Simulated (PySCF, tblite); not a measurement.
# C₄H₆BNO₄: geometry, infrared bands and NMR shifts

What infrared bands and NMR shifts should C₄H₆BNO₄ (`C[C@@H](OC=O)OB(O)C#N`) show?

Computed with tblite 0.8.0 and PySCF 2.14.0, with density-fitted response routines of our own, on a single molecule in the gas phase. Atoms count from 0, in the outputs and in this text.

**1. The starting structure**

16 atoms, charge 0, multiplicity 1; geometry from: force field or distance geometry start.

Bonds of the start (Å): C0–C1 1.48, C1–O2 1.43, O2–C3 1.39, C3–O4 1.25, C1–O5 1.40, O5–B6 1.45, B6–O7 1.46, B6–C8 1.55, C8–N9 1.15, C0–H10 1.11, C0–H11 1.13, C0–H12 1.10, C1–H13 1.10, C3–H14 1.10, O7–H15 0.98.

**2. Geometry optimisation with GFN2-xTB**

The job: settings as JSON, then the geometry in Å.

```
{"job": {"kind": "relax", "xc": "GFN2-xTB", "basis": "xTB"}, "charge": 0, "multiplicity": 1}
C     -0.979600    -0.154100    -1.803300
C     -0.480900    -0.150700    -0.406000
O     -0.930100    -1.353500     0.220000
C     -1.616400    -1.359100     1.427400
O     -1.827000    -0.282100     2.027500
O      0.913300    -0.265900    -0.434600
B      1.560000     0.807600     0.289500
O      1.966700     2.015700    -0.416600
C      2.120300     0.584300     1.715500
N      2.535300     0.409400     2.769300
H     -1.809500     0.572100    -1.898300
H     -1.389400    -1.166100    -2.090000
H     -0.139900     0.066100    -2.471200
H     -0.704900     0.745100     0.191500
H     -1.956700    -2.303300     1.870700
H      2.731100     1.843400    -1.002900
```

On the command line:

```bash
> OMP_NUM_THREADS=1 python probes_run.py task.json out
```

This one command runs all jobs of the session in turn.

**Question.** This job is followed by: GFN2-xTB harmonic vibrations, gas phase; GIAO PBE0/pcSseg-1 NMR shielding, non-relativistic, gas phase. Predict these results of the whole session: strongest single infrared mode (GFN2-xTB); zero-point energy (GFN2-xTB); 13C shifts against TMS (PBE0/pcSseg-1); 1H shifts against TMS (PBE0/pcSseg-1, means over atoms taken as alike); 17O shifts against H2O (PBE0/pcSseg-1); 11B shifts against BF3·OEt2 (PBE0/pcSseg-1); 15N shifts against NH3 (PBE0/pcSseg-1).

As calculated:

| quantity | value |
| --- | --- |
| strongest single infrared mode (GFN2-xTB) | 1240 cm⁻¹, 617 km/mol |
| zero-point energy (GFN2-xTB) | 68.3 kcal/mol |
| 13C shifts against TMS (PBE0/pcSseg-1) | 165.5, 125.9, 90.0, 25.3 ppm |
| 1H shifts against TMS (PBE0/pcSseg-1, means over atoms taken as alike) | 8.24, 7.25, 4.79, 1.53 ppm |
| 17O shifts against H2O (PBE0/pcSseg-1) | 437.8, 252.6, 172.9, 135.4 ppm |
| 11B shifts against BF3·OEt2 (PBE0/pcSseg-1) | 13.6 ppm |
| 15N shifts against NH3 (PBE0/pcSseg-1) | 352.4 ppm |

**Reading.** Over 150 steps the energy fell by 1.995 eV; of the close pairs, B6–O7 changed most, 1.457 to 1.340 Å. The lowest mode is slightly imaginary (10i cm⁻¹), a soft motion within the noise of the Hessian, so the minimum is not strictly shown. The strongest single mode, at 1240 cm⁻¹, moves mainly B6 and O5. GFN2-xTB is a fitted tight-binding method: band positions and strengths are rough. Its intensities can rank the bands wrongly. The most deshielded carbon is C3 (ester carbonyl carbon), at 165.5 ppm: it is a carbonyl in resonance with an O or N lone pair, the region of acids, esters and amides. At PBE0/pcSseg-1: Shielding is most anisotropic at O4 (span 695 ppm, paramagnetic term -505 ppm).
